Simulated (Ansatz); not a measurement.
# ZnBr2: a single-point run

The task is a single-point run on ZnBr2. The structure is shown as the input types it. The cell is built on a prototype (fluorite) and needn't be the phase found in nature.

Program: Ansatz 0.2.0. Level of theory: density functional or hybrid calculation with the settings of its input, plane waves (as first typed). These are calculated values, not measurements.

1 further run of the same task is left out (it didn't finish).

### 1 Starting point

Symmetry: Fm-3m, No. 225, cubic system. The conventional cell has a = 6.692 Å, b = 6.692 Å, c = 6.692 Å, α = 90.00°, β = 90.00°, γ = 90.00°. Around Zn (site symmetry m-3m) lie 8 Br at 2.90 Å. Br (site symmetry -43m) is surrounded by 4 Zn at 2.90 Å.

As a file:

```cif
data_structure
_symmetry_space_group_name_H-M 'Fm-3m'
_symmetry_Int_Tables_number 225
_cell_length_a 6.6920
_cell_length_b 6.6920
_cell_length_c 6.6920
_cell_angle_alpha 90.000
_cell_angle_beta 90.000
_cell_angle_gamma 90.000
_cell_volume 299.68
loop_
_atom_site_label
_atom_site_type_symbol
_atom_site_symmetry_multiplicity
_atom_site_Wyckoff_symbol
_atom_site_fract_x
_atom_site_fract_y
_atom_site_fract_z
_atom_site_occupancy
Zn1 Zn 4 a 0.00000 0.00000 0.00000 1
Br1 Br 8 c 0.25000 0.75000 0.75000 1
```

### 2 The calculation

input.yaml

```yaml
crystal:
  lattice:
    - [0.0, 3.3459756228, 3.3459756228]
    - [3.3459756228, 0.0, 3.3459756228]
    - [3.3459756228, 3.3459756228, 0.0]
  atoms:
    - { symbol: Zn, position: [0.0, 0.0, 0.0] }
    - { symbol: Br, position: [0.25, 0.25, 0.25] }
    - { symbol: Br, position: [0.75, 0.75, 0.75] }
kpoints:
  mp_grid: { grid: [4, 4, 4] }
hamiltonian:
  xc: r2scan
scf:
  occupations: { method: fermi_dirac, width: 0.02 }
  n_extra_bands: 4
  convergence: { dr2_threshold: 0.01 }
  max_iter: 63
output:
  forces: true
  stress: true
  eigenvalues: true
```

On the command line:

```sh
$ ansatz run input.yaml --threads 4 --pin off --max-ram 3686MiB --backend cpu --events-out ev --progress --plain --runs-dir out
```

**Question.** How will this run end, and is anything wrong with its input?

This run ends as converged, with warnings (force scf threshold loose, stress scf threshold loose). Its log warns: «scf.convergence.dr2_threshold = 1e-2 eV is looser than this run's default, which is 1e-7 eV or tighter. The error in the forces grows as the threshold's square root ...»

The threshold asked is loose, but the program put off the close and ended at dr2 = 8.3e-8, so little accuracy was lost here.

To check: delete scf.convergence.dr2_threshold (the default then holds).
